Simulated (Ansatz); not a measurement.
**ReBi (zincblende): other levels of theory at one geometry**

The task here is to estimate one member of a computed series from the others.

Program: Ansatz 0.2.0. Level of theory: DFT at several levels, plane waves, PAW. These are calculated values, not measurements.

1 further run of the same task is left out (set aside as unsound or not needed). Runs told in other sessions of the task aren't counted.

**The starting structure**

The structure is cubic, space group F-43m (No. 216). Conventional cell: a = 6.220 Å, b = 6.220 Å, c = 6.220 Å, α = 90.00°, β = 90.00°, γ = 90.00°. Around Re (site symmetry -43m) lie 4 Bi at 2.69 Å. Bi (site symmetry -43m) has 4 Re at 2.69 Å in its first shell of neighbours.

Coordinates:

```cif
data_structure
_symmetry_space_group_name_H-M 'F-43m'
_symmetry_Int_Tables_number 216
_cell_length_a 6.2195
_cell_length_b 6.2195
_cell_length_c 6.2195
_cell_angle_alpha 90.000
_cell_angle_beta 90.000
_cell_angle_gamma 90.000
_cell_volume 240.59
loop_
_atom_site_label
_atom_site_type_symbol
_atom_site_symmetry_multiplicity
_atom_site_Wyckoff_symbol
_atom_site_fract_x
_atom_site_fract_y
_atom_site_fract_z
_atom_site_occupancy
Re1 Re 4 a 0.00000 0.00000 0.00000 1
Bi1 Bi 4 d 0.25000 0.25000 0.75000 1
```

An earlier run at PBE left this cell at 30.073 Å³/atom and 0.00 GPa (10×10×10 mesh), no gap.

Levels to run: PBE+SOC; r²SCAN; PBEsol; LDA. Hardware: 2 threads of Arm Neoverse V2, shared host.

Set-up of the first run:

File input.yaml:

```yaml
crystal:
  lattice:
    - [0.0, 3.1097581038, 3.1097581038]
    - [3.1097581038, 0.0, 3.1097581038]
    - [3.1097581038, 3.1097581038, 0.0]
  atoms:
    - { symbol: Re, position: [0.0, 0.0, 0.0] }
    - { symbol: Bi, position: [0.25, 0.25, 0.25] }
basis:
  ecutwfc: 420
  ecutrho_ratio: 4
kpoints:
  mp_grid: { grid: [10, 10, 10] }
hamiltonian:
  xc: pbe
scf:
  occupations: { method: gaussian, width: 0.05 }
output:
  forces: true
  stress: true
  eigenvalues: true
  populations: true
  dos: { projected: true, de: 0.02 }
  write_density: true
  write_potential: true
  elf: true
  volumetric_format: npy
magnetization:
  noncollinear: true
  spin_orbit: true
```

On the command line:

```bash
$ ansatz run input.yaml --threads 2 --pin off --max-ram 2662MiB --backend cpu --events-out ev --progress --plain --runs-dir out
```

Among the steps run: PBE+SOC; r²SCAN; PBEsol; LDA.

One of the session's tables, all rows but one given; the rest of the session is left out.

```
  level  pressure (GPa)
    PBE             0.0
    LDA            -5.3
 PBEsol               ?
PBE+SOC             0.5
 r²SCAN            -1.9
```

Q: Estimate the row for PBEsol from the others.

The run gave: pressure (GPa): -3.4. In the column «pressure (GPa)» it lies between LDA (-5.3) and r²SCAN (-1.9).

The pressure runs from -5.3 GPa (LDA) to 0.5 GPa (PBE+SOC); a negative pressure means that level wants a smaller cell, a positive one a larger cell. Total energies of different levels have different zeros and can't be compared.
